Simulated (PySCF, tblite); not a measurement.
**C₆H₁₀NPS: geometry, infrared bands and NMR shifts**

What infrared bands and NMR shifts should C₆H₁₀NPS (`CP(C)(=N)c1ccsc1`) show?

The runs use tblite 0.8.0 and PySCF 2.14.0, with density-fitted response routines of our own; the level of theory stands in each step. All values are computed, except where a source is named. Atoms are numbered from 0 throughout.

### 1 The starting structure

19 atoms, charge 0, multiplicity 1; geometry from: force field or distance geometry start.

Bonds of the start (Å): C0–P1 1.80, P1–C2 1.77, P1–N3 1.56, P1–C4 1.83, C4–C5 1.36, C5–C6 1.37, C6–S7 1.67, S7–C8 1.86, C8–C4 1.35, C0–H9 1.11, C0–H10 1.13, C0–H11 1.10, C2–H12 1.10, C2–H13 1.13, C2–H14 1.11, N3–H15 1.05, C5–H16 1.10, C6–H17 1.08, C8–H18 1.09.

### 2 Geometry optimisation with GFN2-xTB

What the job is given:

```
{"job": {"kind": "relax", "xc": "GFN2-xTB", "basis": "xTB"}, "charge": 0, "multiplicity": 1}
C     -2.036600    -0.737500     0.845000
P     -0.800000    -0.155000    -0.333100
C     -1.136600     1.500300    -0.870900
N     -0.760200    -1.101800    -1.571300
C      0.861700    -0.240000     0.416900
C      1.803200     0.702100     0.143200
C      3.007100     0.510100     0.769500
S      2.998100    -0.858500     1.720500
C      1.235500    -1.233400     1.248400
H     -2.157800    -0.026100     1.688700
H     -3.024800    -0.866000     0.321200
H     -1.730700    -1.705300     1.262200
H     -0.776800     1.736500    -1.884800
H     -2.241500     1.746600    -0.904900
H     -0.631400     2.220700    -0.193000
H     -0.745200    -2.137400    -1.377300
H      1.647500     1.570500    -0.516300
H      3.875500     1.141700     0.687200
H      0.603300    -2.058400     1.571700
```

The run is started by

```sh
> OMP_NUM_THREADS=1 python probes_run.py task.json out
```

This one command runs all jobs of the session in turn.

**Question.** This job is followed by: GFN2-xTB harmonic vibrations, gas phase; GIAO PBE0/pcSseg-1 NMR shielding, non-relativistic, gas phase. What will the session give for the following? strongest single infrared mode (GFN2-xTB); zero-point energy (GFN2-xTB); 13C shifts against TMS (PBE0/pcSseg-1, means over atoms taken as alike); 1H shifts against TMS (PBE0/pcSseg-1, means over atoms taken as alike); 31P shifts against H3PO4 (PBE0/pcSseg-1); 15N shifts against NH3 (PBE0/pcSseg-1); 33S shifts against CS2 (PBE0/pcSseg-1).

**Answer**, as computed:

```
                                                               quantity                                 value
                              strongest single infrared mode (GFN2-xTB)                 1200 cm⁻¹, 230 km/mol
                                           zero-point energy (GFN2-xTB)                         89.8 kcal/mol
13C shifts against TMS (PBE0/pcSseg-1, means over atoms taken as alike)  148.3, 135.3, 135.3, 133.4, 22.3 ppm
 1H shifts against TMS (PBE0/pcSseg-1, means over atoms taken as alike)      7.77, 7.27, 7.00, 1.59, 0.56 ppm
                               31P shifts against H3PO4 (PBE0/pcSseg-1)                             -22.8 ppm
                                 15N shifts against NH3 (PBE0/pcSseg-1)                              55.9 ppm
                                 33S shifts against CS2 (PBE0/pcSseg-1)                               244 ppm
```

What this shows: Relaxing lowered the energy by 0.971 eV in 158 steps; the close pair that moved most is S7–C8, from 1.863 to 1.719 Å. All 51 modes are real, so the xTB geometry is a minimum. The strongest single mode, at 1200 cm⁻¹, moves mainly N3 and P1. Unscaled tight-binding wavenumbers are off by several per cent, some by more. Its intensities can rank the bands wrongly. At PBE0/pcSseg-1: Shielding is most anisotropic at S7 (span 241 ppm, paramagnetic term -798 ppm). NICS(1)zz of -27 ppm above the planar ring from C4 marks a diatropic (aromatic) ring current.
